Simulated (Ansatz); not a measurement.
Working through vertical spin-state energies of CH4BrClSi, SMILES ClC[SiH2]Br

Program: the Ansatz DFT code, driven from Python.

`ch4brclsi.xyz`
```text
8

Cl   -1.00350    1.42140    1.32280
C    -0.58740    0.74540   -0.24860
Si    0.59550   -0.60890   -0.00640
Br   -0.27180   -2.34240    0.97160
H    -1.49460    0.39410   -0.75780
H    -0.16030    1.56780   -0.85790
H     1.18260   -1.06760   -1.30080
H     1.83160   -0.16690    0.82120
```

The cells in order, each with its output:

```python
import warnings

import ansatz as az
```

```python
warnings.simplefilter('ignore', az.DeckWarning)
```

```python
geometry = az.Crystal.molecule_from_extxyz('ch4brclsi.xyz')
```

```python
calculation = (
    geometry.calculation()
    .basis(gaussian='6-31G*')
    .functional('r2scan0')
)
found = {}
for unpaired in [0, 2]:
    r = calculation.spin('collinear', total=unpaired).run(threads=1, pin='off').report
    s = unpaired / 2
    found[unpaired] = r['free_energy_ev']
    print(f'2S+1 = {unpaired + 1}: E = {found[unpaired]:.5f} eV, <S^2> = {abs(r["mean_field"]["state"]["spin_squared"]):.3f} (pure state {s * (s + 1):.2f})')
lowest = min(found, key=found.get)
for unpaired, e in found.items():
    print(f'multiplicity {unpaired + 1}: {23.060548 * (e - found[lowest]):.1f} kcal/mol above the lowest')
```

    2S+1 = 1: E = -91537.69561 eV, <S^2> = 0.000 (pure state 0.00)
    2S+1 = 3: E = -91531.35849 eV, <S^2> = 2.007 (pure state 2.00)
    multiplicity 1: 0.0 kcal/mol above the lowest
    multiplicity 3: 146.1 kcal/mol above the lowest

In order: multiplicity 1 (+0.00 eV) and multiplicity 3 (+6.34 eV), all at the one geometry.

What to keep in mind:
- Total energies depend on the basis set; only differences at equal settings carry meaning.
- The geometry is a force-field or estimated start, not a minimum of this method, and the basis set is short of its limit. All parts are taken at fixed geometry, without zero-point energy.
- It ran for 52 s on 1 thread of Arm Neoverse V2 (shared host), peak memory 0.41 GiB.
